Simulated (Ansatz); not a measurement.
# C₃H₁₀AlN: one species, many methods

The task here is to estimate one member of a computed series from the others.

Method: functionals in def2-TZVPP, the program's frozen cores in correlated methods; program: Ansatz 0.2.0, Gaussian basis.

Levels to be run: PBE-D4, r2SCAN-D4, PBE0-D4, B3LYP-D4, ωB97X-V, ωB97M-V, B2PLYP; CCSD(T)/def2-TZVPP; MP2/def2-QZVPP; extrapolation to the limit.

## The geometry

An earlier PBE0-D4 in a triple-zeta def2 set relaxation fixed the geometry.

SMILES `CN(C)[CH2][AlH2]`, 15 atoms, charge 0, spin multiplicity 1.

Atoms are counted from 1 here; the program's logs count them from 0.

Bond lengths: C1–N2 1.441 Å, C1–H6 1.107 Å, C1–H7 1.092 Å, C1–H8 1.094 Å, N2–C3 1.444 Å, N2–C4 1.451 Å, C3–H9 1.106 Å, C3–H10 1.092 Å, C3–H11 1.093 Å, C4–Al5 1.967 Å, C4–H12 1.112 Å, C4–H13 1.101 Å, Al5–H14 1.589 Å, Al5–H15 1.591 Å. Angles: N2–C1–H6 112.7°, N2–C1–H7 110.2°, N2–C1–H8 110.2°, H6–C1–H7 107.9°, H6–C1–H8 108.1°, H7–C1–H8 107.6°, C1–N2–C3 110.9°, C1–N2–C4 111.7°, C3–N2–C4 112.0°, N2–C3–H9 112.5°, N2–C3–H10 109.9°, N2–C3–H11 110.1°, H9–C3–H10 107.9°, H9–C3–H11 108.1°, H10–C3–H11 108.2°, N2–C4–Al5 115.5°, N2–C4–H12 112.2°, N2–C4–H13 108.7° and more.

Set-up of the first run:

The input, in.yaml:

```yaml
crystal:
  periodic: [false, false, false]
  atoms:
    - {symbol: C, position_ang: [-0.898305, -1.133457, 0.040149]}
    - {symbol: N, position_ang: [0.367243, -0.466195, -0.134366]}
    - {symbol: C, position_ang: [1.377387, -1.045691, 0.720181]}
    - {symbol: C, position_ang: [0.248260, 0.966968, 0.059206]}
    - {symbol: Al, position_ang: [-0.888024, 1.906358, -1.242864]}
    - {symbol: H, position_ang: [-1.312968, -1.005027, 1.058552]}
    - {symbol: H, position_ang: [-0.787966, -2.204627, -0.144041]}
    - {symbol: H, position_ang: [-1.630218, -0.748862, -0.676671]}
    - {symbol: H, position_ang: [1.144700, -0.923192, 1.794664]}
    - {symbol: H, position_ang: [2.342082, -0.570850, 0.529247]}
    - {symbol: H, position_ang: [1.476808, -2.114304, 0.513128]}
    - {symbol: H, position_ang: [-0.052327, 1.226439, 1.097816]}
    - {symbol: H, position_ang: [1.244195, 1.421450, -0.054718]}
    - {symbol: H, position_ang: [-1.585636, 1.162467, -2.460924]}
    - {symbol: H, position_ang: [-1.067129, 3.477623, -1.069957]}
basis:
  gaussian: {orbitals: def2-TZVPP}
hamiltonian: {xc: pbe, dispersion: d4}
output: {forces: true, orbitals: {seedname: orbitals}}
```

Run with:

```sh
$ ansatz run in.yaml --threads 4 --pin off --events-out ev --progress --plain --max-ram 10444MiB
```

Steps of the session up to this table: PBE-D4 (GGA); r2SCAN-D4 (meta-GGA); PBE0-D4 (hybrid); B3LYP-D4 (hybrid); ωB97X-V (range-separated); ωB97M-V (range-separated); B2PLYP (double hybrid); CCSD(T) in def2-TZVPP; MP2 in def2-QZVPP.

One of the session's tables, all rows but one given; the rest of the session is left out.

| method | atomisation energy (eV) |
| --- | --- |
| PBE-D4 | 55.314 |
| r2SCAN-D4 | 54.498 |
| PBE0-D4 | 54.625 |
| B3LYP-D4 | 54.671 |
| ωB97X-V | 54.744 |
| ωB97M-V | 54.720 |
| B2PLYP | 53.958 |
| HF/def2-TZVPP | 39.959 |
| MP2/def2-TZVPP | 53.538 |
| CCSD/def2-TZVPP | 52.545 |
| CCSD(T)/def2-TZVPP | 53.211 |
| MP2/CBS | 54.848 |
| CCSD(T)/CBS | ? |

Estimate the missing values for CCSD(T)/CBS.

**Answer.** atomisation energy (eV): 54.521. In the column «atomisation energy (eV)» it lies between r2SCAN-D4 (54.498) and PBE0-D4 (54.625).
